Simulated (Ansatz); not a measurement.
# NiF2: the cost of one run

Computed with Ansatz 0.2.0 (DFT LDA+U (U_eff = 4 eV on Ni d), plane waves, PAW, unless a step's input says otherwise).

1 further run of the same task is left out (it didn't finish).

## Step 1: The structure to begin with

It takes space group Fm-3m (No. 225, cubic). The conventional cell has a = 4.841 Å, b = 4.841 Å, c = 4.841 Å, α = 90.00°, β = 90.00°, γ = 90.00°. Around Ni (site symmetry m-3m) lie 8 F at 2.10 Å. F (site symmetry -43m) has 4 Ni at 2.10 Å as nearest neighbours.

Coordinates:

```cif
data_structure
_symmetry_space_group_name_H-M 'P 1'
_symmetry_Int_Tables_number 1
_cell_length_a 3.4234
_cell_length_b 3.4234
_cell_length_c 6.8469
_cell_angle_alpha 60.000
_cell_angle_beta 60.000
_cell_angle_gamma 60.000
_cell_volume 56.74
loop_
_atom_site_label
_atom_site_type_symbol
_atom_site_fract_x
_atom_site_fract_y
_atom_site_fract_z
_atom_site_occupancy
Ni1 Ni 0.00000 0.00000 0.00000 1
F1 F 0.25000 0.25000 0.12500 1
F2 F 0.75000 0.75000 0.37500 1
Ni2 Ni 0.00000 0.00000 0.50000 1
F3 F 0.25000 0.25000 0.62500 1
F4 F 0.75000 0.75000 0.87500 1
```

An earlier series on this cell reached its lowest free state from «antiferromagnetic site moments held at first, then free», perhaps among other starts.

## Step 2: Canted directions held, 150°

input.yaml

```yaml
crystal:
  lattice:
    - [0.0, 2.42072874, 2.42072874]
    - [2.42072874, 0.0, 2.42072874]
    - [4.84145748, 4.84145748, 0.0]
  atoms:
    - { symbol: Ni, position: [0.0, 0.0, 0.0], spin: 2.0, spin_axis: [0.0, 0.0, 1.0] }
    - { symbol: F, position: [0.25, 0.25, 0.125] }
    - { symbol: F, position: [0.75, 0.75, 0.375] }
    - { symbol: Ni, position: [0.0, 0.0, 0.5], spin: 2.0, spin_axis: [0.5, 0.0, -0.866025] }
    - { symbol: F, position: [0.25, 0.25, 0.625] }
    - { symbol: F, position: [0.75, 0.75, 0.875] }
basis:
  ecutwfc: 420
  ecutrho_ratio: 4
kpoints:
  mp_grid: { grid: [7, 7, 7] }
hamiltonian:
  xc: lda
  hubbard:
    sites:
      - { site: 0, l: d, u_eff: 4.0, starting_ns: [{ occupation_matrix: s0 }] }
      - { site: 3, l: d, u_eff: 4.0, starting_ns: [{ occupation_matrix: s3 }] }
    occupation_matrices:
      s0:
        spinor_matrix:
          - [[0.97, 0.0], [0.0, 0.0], [0.0, 0.0], [0.0, 0.0], [0.0, 0.0], [0.0, 0.0], [0.0, 0.0], [0.0, 0.0], [0.0, 0.0], [0.0, 0.0]]
          - [[0.0, 0.0], [0.97, 0.0], [0.0, 0.0], [0.0, 0.0], [0.0, 0.0], [0.0, 0.0], [0.0, 0.0], [0.0, 0.0], [0.0, 0.0], [0.0, 0.0]]
          - [[0.0, 0.0], [0.0, 0.0], [0.97, 0.0], [0.0, 0.0], [0.0, 0.0], [0.0, 0.0], [0.0, 0.0], [0.0, 0.0], [0.0, 0.0], [0.0, 0.0]]
          - [[0.0, 0.0], [0.0, 0.0], [0.0, 0.0], [0.97, 0.0], [0.0, 0.0], [0.0, 0.0], [0.0, 0.0], [0.0, 0.0], [0.0, 0.0], [0.0, 0.0]]
          - [[0.0, 0.0], [0.0, 0.0], [0.0, 0.0], [0.0, 0.0], [0.97, 0.0], [0.0, 0.0], [0.0, 0.0], [0.0, 0.0], [0.0, 0.0], [0.0, 0.0]]
          - [[0.0, 0.0], [0.0, 0.0], [0.0, 0.0], [0.0, 0.0], [0.0, 0.0], [0.9301, 0.0], [0.07761, 0.0], [0.07789, 0.0], [6.0e-05, 0.0], [0.15565, 0.0]]
          - [[0.0, 0.0], [0.0, 0.0], [0.0, 0.0], [0.0, 0.0], [0.0, 0.0], [0.07761, 0.0], [0.36271, 0.0], [0.30375, 0.0], [0.13418, 0.0], [-0.30304, 0.0]]
          - [[0.0, 0.0], [0.0, 0.0], [0.0, 0.0], [0.0, 0.0], [0.0, 0.0], [0.07789, 0.0], [0.30375, 0.0], [0.36382, 0.0], [-0.13407, 0.0], [-0.3035, 0.0]]
          - [[0.0, 0.0], [0.0, 0.0], [0.0, 0.0], [0.0, 0.0], [0.0, 0.0], [6.0e-05, 0.0], [0.13418, 0.0], [-0.13407, 0.0], [0.93048, 0.0], [-0.00012, 0.0]]
          - [[0.0, 0.0], [0.0, 0.0], [0.0, 0.0], [0.0, 0.0], [0.0, 0.0], [0.15565, 0.0], [-0.30304, 0.0], [-0.3035, 0.0], [-0.00012, 0.0], [0.36289, 0.0]]
      s3:
        spinor_matrix:
          - [[0.93277, 0.0], [0.07241, 0.0], [0.07267, 0.0], [5.0e-05, 0.0], [0.14522, 0.0], [0.00998, 0.0], [-0.0194, 0.0], [-0.01947, 0.0], [-1.0e-05, 0.0], [-0.03891, 0.0]]
          - [[0.07241, 0.0], [0.40339, 0.0], [0.2834, 0.0], [0.12519, 0.0], [-0.28274, 0.0], [-0.0194, 0.0], [0.15182, 0.0], [-0.07594, 0.0], [-0.03354, 0.0], [0.07576, 0.0]]
          - [[0.07267, 0.0], [0.2834, 0.0], [0.40443, 0.0], [-0.12509, 0.0], [-0.28317, 0.0], [-0.01947, 0.0], [-0.07594, 0.0], [0.15154, 0.0], [0.03352, 0.0], [0.07587, 0.0]]
          - [[5.0e-05, 0.0], [0.12519, 0.0], [-0.12509, 0.0], [0.93313, 0.0], [-0.00011, 0.0], [-1.0e-05, 0.0], [-0.03354, 0.0], [0.03352, 0.0], [0.00988, 0.0], [3.0e-05, 0.0]]
          - [[0.14522, 0.0], [-0.28274, 0.0], [-0.28317, 0.0], [-0.00011, 0.0], [0.40356, 0.0], [-0.03891, 0.0], [0.07576, 0.0], [0.07587, 0.0], [3.0e-05, 0.0], [0.15178, 0.0]]
          - [[0.00998, 0.0], [-0.0194, 0.0], [-0.01947, 0.0], [-1.0e-05, 0.0], [-0.03891, 0.0], [0.96733, 0.0], [0.0052, 0.0], [0.00522, 0.0], [0.0, 0.0], [0.01043, 0.0]]
          - [[-0.0194, 0.0], [0.15182, 0.0], [-0.07594, 0.0], [-0.03354, 0.0], [0.07576, 0.0], [0.0052, 0.0], [0.92932, 0.0], [0.02035, 0.0], [0.00899, 0.0], [-0.0203, 0.0]]
          - [[-0.01947, 0.0], [-0.07594, 0.0], [0.15154, 0.0], [0.03352, 0.0], [0.07587, 0.0], [0.00522, 0.0], [0.02035, 0.0], [0.92939, 0.0], [-0.00898, 0.0], [-0.02033, 0.0]]
          - [[-1.0e-05, 0.0], [-0.03354, 0.0], [0.03352, 0.0], [0.00988, 0.0], [3.0e-05, 0.0], [0.0, 0.0], [0.00899, 0.0], [-0.00898, 0.0], [0.96735, 0.0], [-1.0e-05, 0.0]]
          - [[-0.03891, 0.0], [0.07576, 0.0], [0.07587, 0.0], [3.0e-05, 0.0], [0.15178, 0.0], [0.01043, 0.0], [-0.0203, 0.0], [-0.02033, 0.0], [-1.0e-05, 0.0], [0.92933, 0.0]]
    ns_hold: { iters: 8 }
scf:
  occupations: { method: gaussian, width: 0.05 }
  lower_state_search: "off"
  max_iter: 150
output:
  forces: true
  stress: true
  eigenvalues: true
  populations: true
  hubbard: { sites: [{ site: 0, l: d }, { site: 3, l: d }] }
  write_density: true
  write_potential: true
  elf: true
  volumetric_format: npy
magnetization:
  noncollinear: true
  spin_orbit: false
  spin_locking: { lock_directions: true }
```

The typed matrices put 0.97 on the chosen orbitals and 0.02 on the others, and are held for 8 cycles. The lock stays on to the end, so the result is a constrained state. Spins may be non-collinear here, without spin–orbit coupling.

On the command line:

```sh
$ ansatz run input.yaml --threads 4 --pin off --max-ram 6144MiB --backend cpu --events-out ev --progress --plain --runs-dir out
```

**Question.** How long does this run take on 4 threads of Arm Neoverse N1, shared host, and how much memory does it need?

About 4.3 min, with a peak of 1.5 GiB.
